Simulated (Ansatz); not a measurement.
# CH5NSiTe: one species, many methods

An exercise on one series of results from a longer session: the logs are not shown, and one member is left open.

Method: functionals in def2-TZVPP, the program's frozen cores in correlated methods; program: Ansatz 0.2.0, Gaussian basis.

Plan: PBE-D4, r2SCAN-D4, PBE0-D4, B3LYP-D4, ωB97X-V, ωB97M-V, B2PLYP; CCSD(T)/def2-TZVPP; MP2/def2-QZVPP; extrapolation to the limit.

**Structure used throughout**

All runs share one geometry, relaxed beforehand with PBE0-D4 in a triple-zeta def2 set. Te takes the def2 core potential; no spin-orbit term is included.

SMILES `C1N[SiH2][Te]1`, 9 atoms, charge 0, spin multiplicity 1.

Atoms are counted from 1 here; the program's logs count them from 0.

Bond lengths: C1–N2 1.445 Å, C1–Te4 2.193 Å, C1–H5 1.092 Å, C1–H6 1.092 Å, N2–Si3 1.714 Å, N2–H7 1.007 Å, Si3–Te4 2.486 Å, Si3–H8 1.490 Å, Si3–H9 1.490 Å. Angles: N2–C1–Te4 100.1°, N2–C1–H5 114.1°, N2–C1–H6 114.1°, Te4–C1–H5 108.8°, Te4–C1–H6 108.9°, H5–C1–H6 110.3°, C1–N2–Si3 110.3°, C1–N2–H7 118.3°, Si3–N2–H7 131.3°, N2–Si3–Te4 82.5°, N2–Si3–H8 116.1°, N2–Si3–H9 116.1°, Te4–Si3–H8 117.3°, Te4–Si3–H9 117.3°, H8–Si3–H9 106.6°, C1–Te4–Si3 67.1°.

Coordinates:

```mol
CH5NSiTe
  3D, bonds by distance, orders not assigned

  9  9  0  0  0  0  0  0  0  0999 V2000
   -0.1936    0.9607   -0.8149 C   0  0
    0.6919    0.3043    0.1199 N   0  0
   -0.0575   -1.0948    0.7674 Si  0  0
   -1.9283   -0.3771   -0.7038 Te  0  0
    0.1753    0.9753   -1.8429 H   0  0
   -0.5007    1.9632   -0.5087 H   0  0
    1.6029    0.7031    0.2756 H   0  0
    0.5996   -2.3945    0.4533 H   0  0
   -0.3012   -1.0865    2.2370 H   0  0
  1  2  8  0
  2  3  8  0
  3  4  8  0
  1  5  8  0
  1  6  8  0
  2  7  8  0
  3  8  8  0
  3  9  8  0
  1  4  8  0
M  END
```

The first run:

in.yaml

```yaml
crystal:
  periodic: [false, false, false]
  atoms:
    - {symbol: C, position_ang: [-0.193622, 0.960731, -0.814930]}
    - {symbol: N, position_ang: [0.691917, 0.304317, 0.119911]}
    - {symbol: Si, position_ang: [-0.057475, -1.094821, 0.767392]}
    - {symbol: Te, position_ang: [-1.928256, -0.377079, -0.703770]}
    - {symbol: H, position_ang: [0.175312, 0.975256, -1.842940]}
    - {symbol: H, position_ang: [-0.500732, 1.963237, -0.508703]}
    - {symbol: H, position_ang: [1.602907, 0.703059, 0.275551]}
    - {symbol: H, position_ang: [0.599577, -2.394514, 0.453296]}
    - {symbol: H, position_ang: [-0.301229, -1.086486, 2.236992]}
basis:
  gaussian: {orbitals: def2-TZVPP}
hamiltonian: {xc: pbe, dispersion: d4}
output: {forces: true, orbitals: {seedname: orbitals}}
```

Command:

```bash
$ ansatz run in.yaml --threads 4 --pin off --events-out ev --progress --plain --max-ram 10444MiB
```

Among the steps run: PBE-D4 (GGA); r2SCAN-D4 (meta-GGA); PBE0-D4 (hybrid); B3LYP-D4 (hybrid); ωB97X-V (range-separated); ωB97M-V (range-separated); B2PLYP (double hybrid); CCSD(T) in def2-TZVPP; MP2 in def2-QZVPP.

One of the session's tables, all rows but one given; the rest of the session is left out.

| method | atomisation energy (kcal/mol) |
| --- | --- |
| PBE-D4 | 723.0 |
| r2SCAN-D4 | 706.4 |
| PBE0-D4 | 710.0 |
| B3LYP-D4 | 709.2 |
| ωB97X-V | ? |
| ωB97M-V | 709.1 |
| B2PLYP | 698.7 |
| HF/def2-TZVPP | 484.8 |
| MP2/def2-TZVPP | 696.1 |
| CCSD/def2-TZVPP | 673.4 |
| CCSD(T)/def2-TZVPP | 686.6 |
| MP2/CBS | 722.6 |
| CCSD(T)/CBS | 713.0 |

**Question.** Estimate the row for ωB97X-V.

**Answer.** atomisation energy (kcal/mol): 714.1. In the column «atomisation energy (kcal/mol)» it lies between CCSD(T)/CBS (713.0) and MP2/CBS (722.6).
